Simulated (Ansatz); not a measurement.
# SiGeH₂ (singlet): the correlation ladder, cc-pVDZ

Aim: climb from Hartree-Fock through coupled cluster and multireference methods for SiGeH₂ (singlet) at one geometry and basis, and see what each rung misses.

Computed with Ansatz 0.2.0, Gaussian basis. Level: cc-pVDZ, core rule «outside noble gas», up to 19 orbitals frozen.

Plan: UHF; CCSD(T) on RHF; CCSD(T) on UHF; BCCD(T) on RHF; CISD; CCSDT(Q) on RHF; CCSDT(Q) on UHF; CCSDTQ on RHF; CASSCF and MRCISD+Q, 10 electrons in 10 orbitals; CASSCF and NEVPT4(SD), 10 electrons in 10 orbitals; CASSCF and NEVPT2, 10 electrons in 10 orbitals.

4 further runs of the same task are left out: 4 set aside as unsound or not needed.

### 1 The geometry

The geometry is a PBE0/def2-TZVP stationary point (not a proven minimum). No spin-orbit coupling is included. The filled d shell of Ge may be among the frozen orbitals whatever the setting's name suggests; the logs give the count.

4 atoms, charge 0, spin multiplicity 1.

Atoms are counted from 1 here; the program's logs count them from 0.

Bond lengths: Si1–Ge2 2.151 Å, Si1–H3 1.691 Å, Ge2–H3 1.746 Å, Ge2–H4 1.541 Å. Angles: Ge2–Si1–H3 52.4°, Si1–Ge2–H3 50.1°, Si1–Ge2–H4 159.6°, H3–Ge2–H4 109.5°, Si1–H3–Ge2 77.4°.

### 2 UHF

in.yaml reads:

```yaml
crystal:
  periodic: [false, false, false]
  atoms:
    - {symbol: Si, position_ang: [0.000000, -0.003907, 1.566064]}
    - {symbol: Ge, position_ang: [0.000000, -0.023839, -0.584529]}
    - {symbol: H, position_ang: [0.000000, 1.326646, 0.522598]}
    - {symbol: H, position_ang: [0.000000, 0.500279, -2.034109]}
basis:
  gaussian: {orbitals: cc-pVDZ}
magnetization: {spin_polarized: true, initial_magnetization: 0}
hamiltonian: {xc: hf}
output: {orbitals: {seedname: orbitals}}
```

Run with:

```
> ansatz run in.yaml --threads 1 --pin off --events-out ev --progress --plain --max-ram 4096MiB --backend cpu
```

After this run come: CCSD(T) on RHF; CCSD(T) on UHF; BCCD(T) on RHF; CISD; CCSDT(Q) on RHF; CCSDT(Q) on UHF; CCSDTQ on RHF; CASSCF and MRCISD+Q, 10 electrons in 10 orbitals; CASSCF and NEVPT4(SD), 10 electrons in 10 orbitals; CASSCF and NEVPT2, 10 electrons in 10 orbitals.

Q: Predict the results of all the runs planned. Wanted: RCCSDTQ below the RHF energy; RMP2 from RCCSDTQ; RCCSD from RCCSDTQ; RCCSD(T) from RCCSDTQ; RCCSDT(Q) from RCCSDTQ; NEVPT2 valence from RCCSDTQ; NEVPT4(SD) valence from RCCSDTQ; MRCISD+Q valence from RCCSDTQ; T1 diagnostic.

**Answer**, as computed:

```
                         quantity                                value
     RCCSDTQ below the RHF energy                           -6.2507 eV
                RMP2 from RCCSDTQ                        +116.3 kJ/mol
               RCCSD from RCCSDTQ                         +34.7 kJ/mol
            RCCSD(T) from RCCSDTQ                          +5.6 kJ/mol
           RCCSDT(Q) from RCCSDTQ                           0.0 kJ/mol
      NEVPT2 valence from RCCSDTQ                         +80.8 kJ/mol
  NEVPT4(SD) valence from RCCSDTQ                          +7.6 kJ/mol
    MRCISD+Q valence from RCCSDTQ                          -0.2 kJ/mol
levels within 1 kcal/mol (43 meV)  RCCSDT, RCCSDT(Q), MRCISD+Q valence
                    T1 diagnostic                                0.019
   effectively unpaired electrons                                 0.12
```

RCCSD(T) lands +5.6 kJ/mol from the yardstick (0.9 % of the correlation energy). One determinant dominates. Of the multireference levels listed MRCISD+Q valence comes nearest in total energy (-0.2 kJ/mol), which doesn't show that its space is the better one. These misses are within one basis, not against nature.
